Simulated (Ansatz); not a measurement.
What does this script print? It uses Ansatz 0.2.0, Python API.

Contents of `ash4op.xyz`:
```text
7

P    -1.19390    0.59180   -0.48580
O    -0.05100   -0.58880   -0.19990
As    1.26450    0.29260    0.68380
H    -2.14240   -0.29640   -1.02110
H    -0.71720    0.96020   -1.82990
H     0.67740   -0.04200    2.08930
H     2.22380   -0.98540    0.71790
```

`ash4op_cas.py`
```python
import ansatz

mol = ansatz.Crystal.molecule_from_extxyz("ash4op.xyz")

calculation = (
    mol.calculation()
    .basis(gaussian="def2-SVP")
    .correlation(active_electrons=6, active_orbitals=6)
)
for method in ["sc_nevpt2"]:
    summary = (calculation if method is None else calculation.correlation(method)).run().report
    space = summary["configurations"]
    state = space["states"][0]
    print(method or "casscf", f"total {summary['free_energy_ev'] / 27.211386246:.6f} Ha, active-space state {state['energy']['hartree']:.6f} Ha, mean field {summary['reference_energy_ev'] / 27.211386246:.6f} Ha")
    print("  determinants", state["n_determinants"], " natural occupations", [round(n, 3) for n in space["natural_occupations"]])
```

```console
$ python ash4op_cas.py
RunWarning: the results are in doubt because another end's mean lies 1.419 eV lower, and its corrected mean 0.628 eV higher
sc_nevpt2 total -2652.193733 Ha, active-space state -2651.692122 Ha, mean field -2651.647399 Ha
  determinants 400  natural occupations [1.975, 1.973, 1.967, 0.032, 0.028, 0.025]
```
(Warnings from the package without file and line.)

Notes:
- Total energies depend on the basis set; only differences at equal settings carry meaning.
- The geometry is a force-field or estimated start, not a minimum of this method, and the basis set is short of its limit. The active space starts as a window about the frontier orbitals and is then optimised, not chosen by chemistry.
- A lower CASSCF solution was found and passed over, so the printed active-space state isn't the lowest.
- Hardware and time: 17 s on 1 thread of Arm Neoverse V2 (shared host), peak memory 0.28 GiB.

(Lines on the test bed's own set-up are left out of the output.)
